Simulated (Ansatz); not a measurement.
# H3AuO2: how energies converge with the basis set

One table from this session's results is given with a row withheld; the runs are named, their logs left out.

Program: Ansatz 0.2.0, Gaussian basis. Level of theory: one geometry, several basis sets. These are calculated values, not measurements.

Levels to be run: PBE0-D4/def2-SVP; ωB97M-V/def2-SVP; PBE0-D4/def2-QZVPP; ωB97M-V/def2-QZVPP; the functionals' def2-TZVPP values are taken from earlier runs.

## The geometry

The geometry comes from an earlier relaxation with PBE0-D4 in a triple-zeta def2 set; it is a stationary point. Au takes the def2 core potential; no spin-orbit term is included.

SMILES `[OH][Au-][OH2+]`, 6 atoms, charge 0, spin multiplicity 1.

Atoms are counted from 1 here; the program's logs count them from 0.

Bond lengths: O1–Au2 1.937 Å, O1–H4 0.962 Å, Au2–O3 2.127 Å, O3–H5 0.963 Å, O3–H6 0.963 Å. Angles: Au2–O1–H4 106.7°, O1–Au2–O3 177.3°, Au2–O3–H5 110.8°, Au2–O3–H6 110.8°, H5–O3–H6 107.1°.

Coordinates:

```
O    -1.8316   -1.4373   -0.6394
Au   -0.3364   -0.3203   -0.1216
O     1.2451    0.9876    0.4372
H    -1.5156   -2.3458   -0.6278
H     1.4323    1.6179   -0.2669
H     1.0061    1.4980    1.2184
```

Set-up of the first run:

File in.yaml:

```yaml
crystal:
  periodic: [false, false, false]
  atoms:
    - {symbol: O, position_ang: [-1.831618, -1.437337, -0.639356]}
    - {symbol: Au, position_ang: [-0.336352, -0.320305, -0.121571]}
    - {symbol: O, position_ang: [1.245134, 0.987606, 0.437186]}
    - {symbol: H, position_ang: [-1.515576, -2.345786, -0.627826]}
    - {symbol: H, position_ang: [1.432281, 1.617852, -0.266875]}
    - {symbol: H, position_ang: [1.006131, 1.497970, 1.218442]}
basis:
  gaussian: {orbitals: def2-SVP}
hamiltonian: {xc: pbe0, dispersion: d4}
output: {orbitals: {seedname: orbitals}}
```

Among the steps run: PBE0-D4 in def2-SVP; ωB97M-V in def2-SVP; PBE0-D4 in def2-QZVPP; ωB97M-V in def2-QZVPP.

One of the session's tables, all rows but one given; the rest of the session is left out.

It belongs to the step «Functionals by basis». 

| functional | basis | HOMO (eV) |
| --- | --- | --- |
| PBE0-D4 | def2-SVP | -6.29 |
| PBE0-D4 | def2-TZVPP | -6.51 |
| PBE0-D4 | def2-QZVPP | -6.58 |
| ωB97M-V | def2-SVP | -8.64 |
| ωB97M-V | def2-TZVPP | ? |
| ωB97M-V | def2-QZVPP | -8.97 |

Q: Estimate the row for ωB97M-V, def2-TZVPP from the others.

**Answer.** HOMO (eV): -8.89. In the column «HOMO (eV)» it lies between ωB97M-V, def2-QZVPP (-8.97) and ωB97M-V, def2-SVP (-8.64).
